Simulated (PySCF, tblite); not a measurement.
**C7H6NO radical: geometry, infrared bands and EPR parameters**

Wanted: the infrared bands and EPR parameters of C7H6NO radical (`Nc1cccc([C]=O)c1`), by calculation.

The runs use tblite 0.8.0 and PySCF 2.14.0, with density-fitted response routines of our own; the level of theory stands in each step. All values are computed, except where a source is named. Atoms count from 0, in the outputs and in this text.

**1. The molecule as given**

15 atoms, charge 0, multiplicity 2; geometry from: force field or distance geometry start.

Bonds of the start (Å): N0–C1 1.37, C1–C2 1.39, C2–C3 1.39, C3–C4 1.39, C4–C5 1.40, C5–C6 1.44, C6–O7 1.18, C5–C8 1.39, C8–C1 1.41, N0–H9 1.02, N0–H10 1.01, C2–H11 1.10, C3–H12 1.09, C4–H13 1.09, C8–H14 1.08.

**2. Geometry optimisation with GFN2-xTB**

The job: settings as JSON, then the geometry in Å.

```
{"job": {"kind": "relax", "xc": "GFN2-xTB", "basis": "xTB"}, "charge": 0, "multiplicity": 2}
N     -2.202600    -1.110500    -0.275600
C     -1.057400    -0.373300    -0.100500
C     -1.098800     0.933700     0.380900
C      0.059500     1.683400     0.573300
C      1.301100     1.097400     0.330500
C      1.366900    -0.218200    -0.140300
C      2.645000    -0.815600    -0.405500
O      3.696200    -1.307500    -0.614700
C      0.201600    -0.954400    -0.338900
H     -3.120700    -0.685000    -0.119500
H     -2.182800    -2.050200    -0.644900
H     -2.072100     1.398200     0.590200
H     -0.006800     2.700400     0.954300
H      2.212600     1.678500     0.482000
H      0.253900    -1.968900    -0.693100
```

Command:

```bash
OMP_NUM_THREADS=1 python probes_run.py task.json out
```

One launch serves the whole session: the jobs run in the order shown.

**Question.** This job is followed by: GFN2-xTB harmonic vibrations, gas phase; UKS B3LYP, pcH-1 on C H N O, non-relativistic, mean-field spin-orbit, GIAO. What will the session give for the following? strongest single infrared mode (GFN2-xTB); zero-point energy (GFN2-xTB); g(iso) (B3LYP); ⟨S²⟩; largest a(iso) (averaged by class); surface potential, 1st and 99th percentile.

The runs gave:

```
                                 quantity                   value
strongest single infrared mode (GFN2-xTB)  2184 cm⁻¹, 1385 km/mol
             zero-point energy (GFN2-xTB)           68.9 kcal/mol
                           g(iso) (B3LYP)                 2.00041
                                     ⟨S²⟩      0.775 (exact 0.75)
       largest a(iso) (averaged by class)    13C on C5, -32.5 MHz
    surface potential, 1st and 99th percentile      -1.02 V and 1.91 V
```

Relaxing lowered the energy by 0.312 eV in 41 steps; the close pair that moved most is C5–C6, from 1.436 to 1.334 Å. No mode is imaginary among the 39: a minimum at this level. The strongest single mode, at 2184 cm⁻¹, moves mainly C6. Unscaled tight-binding wavenumbers are off by several per cent, some by more. Its intensities can rank the bands wrongly. The largest spin populations lie on C2 (0.35 e), C6 (0.33 e), C8 (0.30 e), C4 (0.27 e). The isotropic g lies 1.9 ppt below the free-electron value.
